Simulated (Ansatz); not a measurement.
# CH6GeO2: the cost of one run

Program: Ansatz 0.2.0. Level of theory: RKS CAM-B3LYP-D4/def2-SVP. These are calculated values, not measurements.

## Step 1: Starting point

Bond lengths: Ge1–C2 1.960 Å, C2–H3 1.110 Å, C2–H4 1.110 Å, C2–H5 1.110 Å, Ge1–O6 1.770 Å, O6–H7 1.010 Å, Ge1–O8 1.769 Å, O8–H9 1.010 Å, Ge1–H10 1.549 Å. Angles: Ge1–C2–H3 109.5°, Ge1–C2–H4 109.5°, Ge1–C2–H5 109.5°, H3–C2–H4 109.4°, H3–C2–H5 109.4°, H4–C2–H5 109.4°, C2–Ge1–O6 109.4°, C2–Ge1–O8 109.5°, C2–Ge1–H10 109.5°, O6–Ge1–O8 109.5°, O6–Ge1–H10 109.5°, O8–Ge1–H10 109.5°, Ge1–O6–H7 109.5°, Ge1–O8–H9 109.5°.

As a file:

```xyz
10

Ge    0.0000    0.0000    0.0000
C     0.0000    0.0000    1.9600
H    -0.9996   -0.3092    2.3305
H     0.7676   -0.7111    2.3305
H     0.2320    1.0203    2.3305
O     1.6691    0.0000   -0.5894
H     1.9855   -0.9521   -0.7061
O    -0.8337    1.4443   -0.5894
H    -1.7915    1.2136   -0.8118
H    -0.7300   -1.2648   -0.5162
```

## Step 2: Relaxing the start

The input, input.yaml:

```yaml
crystal:
  periodic: [false, false, false]
  atoms:
    - { symbol: Ge, position_ang: [0.0, 0.0, 0.0] }
    - { symbol: C, position_ang: [0.0, 0.0, 1.96] }
    - { symbol: H, position_ang: [-0.9996, -0.3092, 2.3305] }
    - { symbol: H, position_ang: [0.7676, -0.7111, 2.3305] }
    - { symbol: H, position_ang: [0.232, 1.0203, 2.3305] }
    - { symbol: O, position_ang: [1.6691, 0.0, -0.5894] }
    - { symbol: H, position_ang: [1.9855, -0.9521, -0.7061] }
    - { symbol: O, position_ang: [-0.8337, 1.4443, -0.5894] }
    - { symbol: H, position_ang: [-1.7915, 1.2136, -0.8118] }
    - { symbol: H, position_ang: [-0.73, -1.2648, -0.5162] }
basis:
  gaussian: { orbitals: def2-SVP }
hamiltonian:
  xc: cam_b3lyp
  dispersion: d4
relax:
  f_tol: 0.02
  max_steps: 40
```

Run with:

```console
$ ansatz run input.yaml --threads 4 --pin off --max-ram 5120MiB --backend cpu --events-out ev --progress --plain --runs-dir out
```

What time and memory should one allow on 4 threads of Arm Neoverse V1, shared host?

About 23 s, with a peak of 0.28 GiB.
